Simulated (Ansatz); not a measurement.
# CHBrI radical: up Jacob's ladder to CCSD(T)

One table from this session's results is given with a row withheld; the runs are named, their logs left out.

Computed with Ansatz 0.2.0, Gaussian basis. Level: functionals in def2-TZVPP, the program's frozen cores in correlated methods.

Levels to be run: LDA (SPW92), PBE-D4, revPBE-D4, BLYP-D4, r2SCAN-D4, B97M-V, PBE0-D4, B3LYP-D4, r2SCANh-D4, r2SCAN0-D4, HSE06-D4, BHLYP-D4, CAM-B3LYP-D4, LC-ωPBE, ωB97X-V, ωB97M-V, B2PLYP, PBE-QIDH; CCSD(T)/def2-SVP; CCSD(T)/def2-TZVPP; MP2/def2-QZVPP; extrapolation to the limit; RPA on PBE.

1 further run of the same task is left out (for a known fault of the program).

### The relaxed structure

An earlier PBE0-D4 in a triple-zeta def2 set relaxation fixed the geometry. I takes the def2 core potential; no spin-orbit term is included.

SMILES `Br[CH]I`, 4 atoms, charge 0, spin multiplicity 2.

Atoms are counted from 1 here; the program's logs count them from 0.

Bond lengths: Br1–C2 1.847 Å, C2–I3 2.040 Å, C2–H4 1.081 Å. Angles: Br1–C2–I3 122.0°, Br1–C2–H4 116.5°, I3–C2–H4 117.7°.

The first run:

The input, in.yaml:

```yaml
crystal:
  periodic: [false, false, false]
  atoms:
    - {symbol: Br, position_ang: [-1.679173, -0.044731, -0.586057]}
    - {symbol: C, position_ang: [0.037753, 0.218430, 0.040424]}
    - {symbol: I, position_ang: [1.112049, -1.281596, 0.909815]}
    - {symbol: H, position_ang: [0.584970, 1.047597, -0.384484]}
basis:
  gaussian: {orbitals: def2-TZVPP}
magnetization: {spin_polarized: true, initial_magnetization: 1}
hamiltonian: {xc: lda}
output: {orbitals: {seedname: orbitals}}
```

On the command line:

```bash
$ ansatz run in.yaml --threads 4 --pin off --events-out ev --progress --plain --max-ram 10444MiB
```

Among the steps run: LDA; PBE-D4 (GGA); revPBE-D4 (GGA); BLYP-D4 (GGA); r2SCAN-D4 (meta-GGA); B97M-V (meta-GGA); B3LYP-D4 (hybrid); r2SCANh-D4 (hybrid); r2SCAN0-D4 (hybrid); HSE06-D4 (hybrid); BHLYP-D4 (hybrid); CAM-B3LYP-D4 (range-separated); LC-ωPBE (range-separated); ωB97X-V (range-separated); ωB97M-V (range-separated); B2PLYP (double hybrid); PBE-QIDH (double hybrid).

One table of the session follows, with a row left open; its other results are not shown here.

It belongs to the step «Frontier levels by functional». 

```
  functional  HOMO (eV)  LUMO (eV)  gap (eV)
 LDA (SPW92)      -4.87      -3.82      1.06
      PBE-D4      -4.85      -3.39      1.46
   revPBE-D4      -4.82      -3.28      1.54
     BLYP-D4      -4.67      -3.30      1.37
   r2SCAN-D4          ?          ?         ?
      B97M-V      -5.15      -3.10      2.05
     PBE0-D4      -6.19      -2.36      3.83
    B3LYP-D4      -5.89      -2.68      3.21
  r2SCANh-D4      -5.79      -2.50      3.29
  r2SCAN0-D4      -6.51      -1.95      4.56
    HSE06-D4      -5.79      -2.75      3.04
    BHLYP-D4      -7.32      -1.26      6.06
CAM-B3LYP-D4      -7.47      -1.32      6.15
     LC-ωPBE      -8.88      -0.03      8.85
     ωB97X-V      -8.40      -0.39      8.01
     ωB97M-V      -8.17      -0.52      7.65
```

**Question.** Estimate the row for r2SCAN-D4.

Worked estimate for «HOMO (eV)». Against the share of exact exchange, r2SCANh-D4 (0.1, -5.79), r2SCAN0-D4 (0.25, -6.51) give a slope of -4.80 per unit share; at 0 the line stands at -5.31.

The run gave: HOMO (eV): -5.30; LUMO (eV): -2.86; gap (eV): 2.44. In «HOMO (eV)» the line misses by -0.01.
